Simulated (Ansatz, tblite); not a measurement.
**Si39H44 off sphere (Si39H44): spin-state energies by level**

Aim: set other spin states of Si39H44 off sphere (Si39H44) against its singlet, on many levels of theory.

Method: as each input shows; program: Ansatz 0.2.0, Gaussian basis.

Plan: triplet, at the geometry of the singlet (GFN1-xTB, GFN2-xTB, PBE0-D4/def2-SVP, PBE-D4/def2-SVP); the singlet's energies come from earlier runs.

1 further run of the same task is left out (set aside as unsound or not needed). Runs told in other sessions of the task aren't counted.

### 1 The relaxed structure

The singlet was relaxed beforehand with PBE-D4/def2-SVP.

83 atoms, charge 0, spin multiplicity 1.

Bond lengths: Si1–Si2 2.352 Å, Si1–Si11 2.349 Å, Si1–H40 1.509 Å, Si1–H41 1.510 Å, Si2–Si3 2.367 Å, Si2–Si5 2.351 Å, Si2–H42 1.512 Å, Si3–Si7 2.358 Å, Si3–H43 1.510 Å, Si3–H44 1.506 Å, Si4–Si5 2.363 Å, Si4–Si14 2.351 Å, Si4–H45 1.509 Å, Si4–H46 1.509 Å, Si5–Si6 2.351 Å, Si5–Si16 2.349 Å, Si6–Si8 2.367 Å, Si6–Si9 2.351 Å and more. Angles: Si2–Si1–Si11 111.4°, Si2–Si1–H40 110.8°, Si2–Si1–H41 108.8°, Si11–Si1–H40 109.8°, Si11–Si1–H41 107.7°, H40–Si1–H41 108.2°, Si1–Si2–Si3 112.4°, Si1–Si2–Si5 108.5°, Si1–Si2–H42 109.1°, Si3–Si2–Si5 110.0°, Si3–Si2–H42 108.8°, Si5–Si2–H42 108.0°, Si2–Si3–Si7 109.6°, Si2–Si3–H43 108.0°, Si2–Si3–H44 111.4°, Si7–Si3–H43 107.1°, Si7–Si3–H44 112.8°, H43–Si3–H44 107.7° and more.

### 2 Triplet at the fixed geometry, GFN1-xTB

Tight binding, by tblite at 300 K electronic temperature and without a spin-polarisation term:

```python
tblite.interface.Calculator('GFN1-xTB', numbers, positions, charge=0, uhf=2).singlepoint()
```

Energy -2596.0175 eV; 2.6 s.

### 3 Triplet at the fixed geometry, GFN2-xTB

Tight binding, by tblite at 300 K electronic temperature and without a spin-polarisation term:

```python
tblite.interface.Calculator('GFN2-xTB', numbers, positions, charge=0, uhf=2).singlepoint()
```

Energy -2424.5651 eV; 6.5 s.

### 4 Triplet at the fixed geometry, PBE0-D4/def2-SVP

in.yaml

```yaml
crystal:
  periodic: [false, false, false]
  atoms:
    - {symbol: Si, position_ang: [-1.277303, -4.784105, -0.586622]}
    - {symbol: Si, position_ang: [-3.235455, -3.707416, 0.146784]}
    - {symbol: Si, position_ang: [-3.436819, -3.711546, 2.504950]}
    - {symbol: Si, position_ang: [-3.229023, -1.511477, -3.016049]}
    - {symbol: Si, position_ang: [-3.216226, -1.496274, -0.653085]}
    - {symbol: Si, position_ang: [-5.126505, -0.381231, 0.143975]}
    - {symbol: Si, position_ang: [-3.245012, -1.506966, 3.318520]}
    - {symbol: Si, position_ang: [-5.217192, -0.504598, 2.506259]}
    - {symbol: Si, position_ang: [-5.094590, 1.843544, -0.616047]}
    - {symbol: Si, position_ang: [2.563957, -4.730810, -0.689098]}
    - {symbol: Si, position_ang: [0.648236, -3.684702, 0.189519]}
    - {symbol: Si, position_ang: [0.817535, -3.686016, 2.548244]}
    - {symbol: Si, position_ang: [0.610447, -1.514445, -2.983982]}
    - {symbol: Si, position_ang: [-1.303802, -0.415107, -3.801769]}
    - {symbol: Si, position_ang: [0.617168, -1.481458, -0.621057]}
    - {symbol: Si, position_ang: [-1.309712, -0.394606, 0.166365]}
    - {symbol: Si, position_ang: [0.599922, -1.479898, 3.340839]}
    - {symbol: Si, position_ang: [-1.328220, -0.400950, 2.525592]}
    - {symbol: Si, position_ang: [-1.300338, 1.798353, -3.001350]}
    - {symbol: Si, position_ang: [-1.282598, 1.809212, -0.638182]}
    - {symbol: Si, position_ang: [-3.171766, 2.967455, 0.136466]}
    - {symbol: Si, position_ang: [-1.315374, 1.814654, 3.323708]}
    - {symbol: Si, position_ang: [-3.053771, 3.172779, 2.490305]}
    - {symbol: Si, position_ang: [4.481280, -3.660375, 0.161352]}
    - {symbol: Si, position_ang: [4.471205, -1.464235, -2.971379]}
    - {symbol: Si, position_ang: [2.529372, -0.420731, -3.793983]}
    - {symbol: Si, position_ang: [4.454781, -1.438332, -0.604055]}
    - {symbol: Si, position_ang: [2.518558, -0.367210, 0.185545]}
    - {symbol: Si, position_ang: [2.523335, -0.370060, 2.550719]}
    - {symbol: Si, position_ang: [2.499813, 1.801749, -3.017063]}
    - {symbol: Si, position_ang: [0.594911, 2.939757, -3.798816]}
    - {symbol: Si, position_ang: [2.517655, 1.821566, -0.653101]}
    - {symbol: Si, position_ang: [0.619629, 2.904545, 0.190194]}
    - {symbol: Si, position_ang: [2.581209, 1.842774, 3.337271]}
    - {symbol: Si, position_ang: [0.631851, 2.897002, 2.556174]}
    - {symbol: Si, position_ang: [0.591694, 5.141801, -2.962777]}
    - {symbol: Si, position_ang: [0.596102, 5.116382, -0.594158]}
    - {symbol: Si, position_ang: [4.438072, 2.928765, 0.118016]}
    - {symbol: Si, position_ang: [4.477540, 2.948611, 2.485928]}
    - {symbol: H, position_ang: [-1.259246, -6.225355, -0.138556]}
    - {symbol: H, position_ang: [-1.244564, -4.758785, -2.095867]}
    - {symbol: H, position_ang: [-4.437496, -4.407942, -0.445404]}
    - {symbol: H, position_ang: [-4.824828, -4.194462, 2.853237]}
    - {symbol: H, position_ang: [-2.449850, -4.656360, 3.137942]}
    - {symbol: H, position_ang: [-3.260905, -2.937717, -3.508757]}
    - {symbol: H, position_ang: [-4.470903, -0.815902, -3.517581]}
    - {symbol: H, position_ang: [-6.343876, -1.074293, -0.424643]}
    - {symbol: H, position_ang: [-3.230089, -1.497499, 4.829167]}
    - {symbol: H, position_ang: [-6.374897, -1.393658, 2.891873]}
    - {symbol: H, position_ang: [-5.460366, 0.853758, 3.109979]}
    - {symbol: H, position_ang: [-5.076075, 1.838916, -2.125640]}
    - {symbol: H, position_ang: [-6.339178, 2.566716, -0.161596]}
    - {symbol: H, position_ang: [2.559632, -6.196511, -0.328457]}
    - {symbol: H, position_ang: [2.556798, -4.616354, -2.193770]}
    - {symbol: H, position_ang: [-0.179711, -4.633665, 3.159362]}
    - {symbol: H, position_ang: [2.195935, -4.169793, 2.928978]}
    - {symbol: H, position_ang: [0.604608, -2.950845, -3.454343]}
    - {symbol: H, position_ang: [-1.259951, -0.400005, -5.312486]}
    - {symbol: H, position_ang: [0.575910, -1.444601, 4.851620]}
    - {symbol: H, position_ang: [-2.553144, 2.502380, -3.472019]}
    - {symbol: H, position_ang: [-3.153930, 4.352021, -0.470770]}
    - {symbol: H, position_ang: [-1.328995, 1.791440, 4.834777]}
    - {symbol: H, position_ang: [-4.384540, 2.899227, 3.140136]}
    - {symbol: H, position_ang: [-2.669576, 4.598241, 2.809965]}
    - {symbol: H, position_ang: [5.735153, -4.357093, -0.308637]}
    - {symbol: H, position_ang: [4.454734, -3.701805, 1.667988]}
    - {symbol: H, position_ang: [4.543118, -2.890140, -3.461095]}
    - {symbol: H, position_ang: [5.691938, -0.735986, -3.477253]}
    - {symbol: H, position_ang: [2.509615, -0.426817, -5.305142]}
    - {symbol: H, position_ang: [5.658689, -0.680854, -0.094064]}
    - {symbol: H, position_ang: [3.750476, -1.117902, 3.022412]}
    - {symbol: H, position_ang: [3.744510, 2.511155, -3.501947]}
    - {symbol: H, position_ang: [0.588132, 2.938137, -5.310014]}
    - {symbol: H, position_ang: [2.586914, 1.844463, 4.848394]}
    - {symbol: H, position_ang: [0.606715, 4.334927, 3.025556]}
    - {symbol: H, position_ang: [-0.632240, 5.868598, -3.463137]}
    - {symbol: H, position_ang: [1.810008, 5.876117, -3.465806]}
    - {symbol: H, position_ang: [-0.624966, 5.825715, -0.063318]}
    - {symbol: H, position_ang: [1.816057, 5.835790, -0.073502]}
    - {symbol: H, position_ang: [5.665362, 2.232094, -0.415169]}
    - {symbol: H, position_ang: [4.439403, 4.342203, -0.409847]}
    - {symbol: H, position_ang: [5.727283, 2.262931, 2.980565]}
    - {symbol: H, position_ang: [4.497801, 4.373139, 2.982767]}
basis:
  gaussian: {orbitals: def2-SVP, fitting: {mean_field: def2-universal-jkfit}}
magnetization: {spin_polarized: true, initial_magnetization: 2}
hamiltonian: {xc: pbe0, dispersion: d4}
scf: {omitted_lower_state_checks: [starts]}
output: {orbitals: {seedname: orbitals}}
```

The run is started by

```console
$ ansatz run in.yaml --threads 11 --pin off --events-out ev --progress --plain --max-ram 110592MiB --backend cuda --devices 0, --max-vram 75GiB
```

Output:

```text
Functional definition: PBE0
  name "PBE0"
  cite "Adamo & Barone, J. Chem. Phys. 110, 6158 (1999) doi:10.1063/1.478522"
  cite "Perdew, Burke & Ernzerhof, Phys. Rev. Lett. 77, 3865 (1996) doi:10.1103/PhysRevLett.77.3865"
  parent pbe
  parameter a = 0.25
  parameter kappa = 0.804
  parameter beta = 0.06672455060314922
  exchange = (1 - a)*pbe_x(kappa = kappa, mu = beta*pi^2/3) + a*exact_x
  correlation = pbe_c(beta = beta)
these checks for a lower state are left out or cut short: starts
5784 factors; integrals over basis functions are off by at most 3.2e-1 eV
mean field evaluation 1: about -307729.8496 eV, gradient 1.7e1 eV
mean field evaluation 2: about -307730.0946 eV, gradient 1.8e1 eV
mean field evaluation 4: about -307732.2311 eV, gradient 3.1e0 eV
mean field evaluation 8: about -307732.2677 eV, gradient 8.8e-1 eV
mean field evaluation 16: about -307732.2851 eV, gradient 6.5e-2 eV
mean field -307732.28986034 eV, -11308.9530639295 hartree, gradient 6.7e-6 eV, S^2 2.003601; 0 other end points of the search recorded, 0 dependent functions left out
reference -307732.28994575 eV, -11308.9530670683 hartree; 296, 294 occupied and 626, 628 virtual orbitals, 5784 factors
Total energy: -307739.41830147 eV, -11309.2150293096 hartree
Checks for a lower state left out: starts
```

It took 41 s on 1 × H100 with 11 threads of AMD EPYC 7R13, shared host; peak host memory 1.9 GiB.

HOMO -2.85 eV, LUMO -5.73 eV (over both spins; with the spin held, an empty level of the minority spin lies below the top filled one); ⟨S²⟩ 2.004 (pure: 2.00).

### 5 Triplet at the fixed geometry, PBE-D4/def2-SVP

start.molden holds the orbitals of an earlier run on this state, given as this run's starting guess.

Edit in.yaml of step 4 so:

```diff
@@ -87,5 +87,5 @@
 basis:
-  gaussian: {orbitals: def2-SVP, fitting: {mean_field: def2-universal-jkfit}}
+  gaussian: {orbitals: def2-SVP, fitting: {mean_field: def2-universal-jkfit}, initial_orbitals: start.molden}
 magnetization: {spin_polarized: true, initial_magnetization: 2}
-hamiltonian: {xc: pbe0, dispersion: d4}
+hamiltonian: {xc: pbe, dispersion: d4}
 scf: {omitted_lower_state_checks: [starts]}
```

Same command.

Output:

```text
Functional definition: PBE
  name "PBE"
  cite "Perdew, Burke & Ernzerhof, Phys. Rev. Lett. 77, 3865 (1996) doi:10.1103/PhysRevLett.77.3865"
  parent pbe
  parameter kappa = 0.804
  parameter beta = 0.06672455060314922
  exchange = pbe_x(kappa = kappa, mu = beta*pi^2/3)
  correlation = pbe_c(beta = beta)
these checks for a lower state are left out or cut short: starts
5784 factors; integrals over basis functions are off by at most 3.2e-1 eV
mean field evaluation 1: about -307700.4316 eV, gradient 1.4e1 eV
mean field evaluation 2: about -307701.1931 eV, gradient 8.2e-1 eV
mean field evaluation 4: about -307701.1673 eV, gradient 1.1e-1 eV
mean field evaluation 8: about -307701.1686 eV, gradient 5.9e-3 eV
mean field evaluation 16: about -307701.1686 eV, gradient 1.4e-5 eV
mean field -307701.16855725 eV, -11307.8093771359 hartree, gradient 8.4e-6 eV, S^2 2.001276; 0 other end points of the search recorded, 0 dependent functions left out
reference -307701.16867081 eV, -11307.8093813093 hartree; 296, 294 occupied and 626, 628 virtual orbitals, 5784 factors
Total energy: -307708.89637864 eV, -11308.0933693339 hartree
Checks for a lower state left out: starts
```

Wall time 19 s (1 × H100 with 11 threads of AMD EPYC 7R13, shared host); peak host memory 1.9 GiB.

From the report: HOMO -2.59 eV, LUMO -5.72 eV (over both spins; with the spin held, an empty level of the minority spin lies below the top filled one); ⟨S²⟩ 2.001 (pure: 2.00).

### 6 Triplet less singlet, vertical

The singlet's energies are those of its earlier runs, whose logs aren't repeated here.

| level | triplet less singlet, vertical (kcal/mol) | time |
| --- | --- | --- |
| GFN1-xTB | +52.6 | 4.5 s |
| GFN2-xTB | +57.5 | 11 s |
| PBE-D4/def2-SVP | +73.1 | 25 s |
| PBE0-D4/def2-SVP | +88.4 | 50 s |

Times add the two runs; a level without a time comes out of a correlated run. Tight binding without a spin term can't rank spin states.

### 7 Outcome

| quantity | value |
| --- | --- |
| triplet less singlet, vertical, functionals in def2-SVP | +73.1 (PBE-D4) to +88.4 kcal/mol (PBE0-D4) |

**Reading.** All functionals put the triplet above the singlet, over a spread of 15.3 kcal/mol. The checks for a lower triplet were left out, so another state of that spin may lie lower. These are electronic energies, without zero-point motion, entropy or surroundings.
